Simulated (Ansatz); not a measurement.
# LaAl2Ag3: the cost of one run

Computed with the Python package of Ansatz 0.2.0. Level of theory: DFT PBEsol, plane waves, PAW.

**1. The structure**

Symmetry: P6/mmm, No. 191, hexagonal system. The conventional cell has a = 5.565 Å, b = 5.565 Å, c = 4.521 Å, α = 90.00°, β = 90.00°, γ = 120.00°. Around La (site symmetry 6/mmm) lie 6 Al at 3.21 Å and 12 Ag at 3.58 Å. Al (site symmetry -6m2) has 6 Ag at 2.77 Å and 3 La at 3.21 Å and 3 Al at 3.21 Å in its first shell of neighbours. Ag (site symmetry mmm) has 4 Al at 2.77 Å and 4 Ag at 2.78 Å in its first shell of neighbours.

The script holds or builds the structure itself.

**2. The script**

Input file run_smear.py:

```python
"""Smearing width test for LaAl2Ag3."""

import ansatz as az
import matplotlib.pyplot as plt

lattice = az.Lattice.of(
    [5.565, 0.0, 0.0],
    [-2.7825, 4.819431, 0.0],
    [0.0, 0.0, 4.521],
)
sites = [
    ("La", [0.0, 0.0, 0.0]),
    ("Al", [1 / 3, 2 / 3, 0.0]),
    ("Al", [2 / 3, 1 / 3, 0.0]),
    ("Ag", [0.5, 0.0, 0.5]),
    ("Ag", [0.5, 0.5, 0.5]),
    ("Ag", [0.0, 0.5, 0.5]),
]
system = az.Crystal(lattice=lattice)
for symbol, position in sites:
    system = system.atom(symbol, position)

setup = (
    system.calculation()
    .functional(az.Functional.PBESOL)
    .basis(550)
    .kpoints(mesh=(5, 5, 5))
    .forces()
    .stress()
)

rows = []
for value in [0.25, 0.15, 0.1, 0.05, 0.025]:
    rep = setup.occupations("gaussian", width=value).run(threads=1).report
    rows.append((value, rep["free_energy_ev"] / len(rep["lattice"]["sites"]), rep["n_iterations"], sum(rep["stress_gpa"][i][i] for i in range(3)) / 3, max(abs(f) for row in rep["forces_ev_ang"] for f in row), rep["n_kpoints"]))

print("  width (eV)   F/atom (eV)    iterations       P (GPa)  max component (eV/A)      k-points")
for row in rows:
    print(f"{str(row[0]):>12s}  {row[1]:12.5f}  {row[2]:12d}  {row[3]:12.3f}  {row[4]:20.4f}  {row[5]:12d}")

# the last row is the reference
for row in rows[:-1]:
    shift = 1000 * (row[1] - rows[-1][1])
    print(f"{row[0]}: {shift:+.2f} meV/atom" + ("  (within 2 meV)" if abs(shift) < 2 else ""))
plt.figure(figsize=(4.5, 3))
plt.plot([str(row[0]) for row in rows], [1000 * (row[1] - rows[-1][1]) for row in rows], "o-")
plt.xlabel("width (eV)")
plt.ylabel("F - F(last) (meV/atom)")
plt.tight_layout()
plt.savefig("smear.png", dpi=100)
```

**3. What the engine is handed**

The engine receives this input (first run):

```yaml
crystal:
  lattice:
    - [5.565, 0.0, 0.0]
    - [-2.7825, 4.819431, 0.0]
    - [0.0, 0.0, 4.521]
  atoms:
    - { symbol: La, position: [0.0, 0.0, 0.0] }
    - { symbol: Al, position: [0.3333333333333333, 0.6666666666666666, 0.0] }
    - { symbol: Al, position: [0.6666666666666666, 0.3333333333333333, 0.0] }
    - { symbol: Ag, position: [0.5, 0.0, 0.5] }
    - { symbol: Ag, position: [0.5, 0.5, 0.5] }
    - { symbol: Ag, position: [0.0, 0.5, 0.5] }
basis:
  ecutwfc: 550.0
kpoints:
  mp_grid:
    grid: [5, 5, 5]
hamiltonian:
  xc: pbesol
scf:
  occupations:
    method: gaussian
    width: 0.25
output:
  forces: true
  stress: true
```

**4. Running it**

Command:

```bash
$ python run_smear.py
```

What time and memory should one allow on 1 thread of Arm Neoverse V1, shared host?

About 30 s, with a peak of 0.57 GiB.
